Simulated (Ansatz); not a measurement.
Crystal: Fe4Si.

```xyz
5
Lattice="0.0000 2.0276 9.4663 1.5219 0.0000 9.4663 1.5219 2.0276 0.0000" Properties=species:S:1:pos:R:3 pbc="T T T"
Fe    1.5219    2.0276   11.2473
Fe    1.5219    2.0276    3.7481
Fe    1.5219    2.0276   15.1846
Fe    1.5219    2.0276    7.6854
Si    0.0000    0.0000    0.0000
```

The cell comes from a database or a generator and needn't be the stable form of this composition.

Base run:

- Program: Ansatz 0.2.0
- Functional: PBEsol
- Potentials or basis: Ansatz PAW
- Cutoff: 420 eV (not typed: the program's choice for these potentials)
- k mesh: 11 × 11 × 11
- Occupations: fermi-dirac, width 0.05 eV
- Spin: collinear spin, ferromagnetic start
- Starting moments: [3.0, 3.0, 3.0, 3.0, 0.0] μB

Its results: band gap on the k mesh none (metal or under the smearing width); pressure -9.2 GPa; net moment 8.81 μB per cell; site moments Fe +1.91, +2.57; Si -0.06 μB; largest force 0.059 eV/Å.

Q: The run is repeated on the same cell with these changes: potentials or basis from Ansatz PAW to PseudoDojo stringent (PBEsol files); cutoff from 420 eV (not typed: the program's choice for these potentials) to 1605 eV. What comes out?

A: Band gap on the k mesh none (metal or under the smearing width); pressure -8.9 GPa; net moment 8.93 μB per cell; site moments Fe +1.96, +2.60; Si -0.07 μB; largest force 0.082 eV/Å.

Caveats: the PAW data sets come from PBE, with cores solved anew for the run's functional, which leaves a small shift of forces and pressure (some runs).
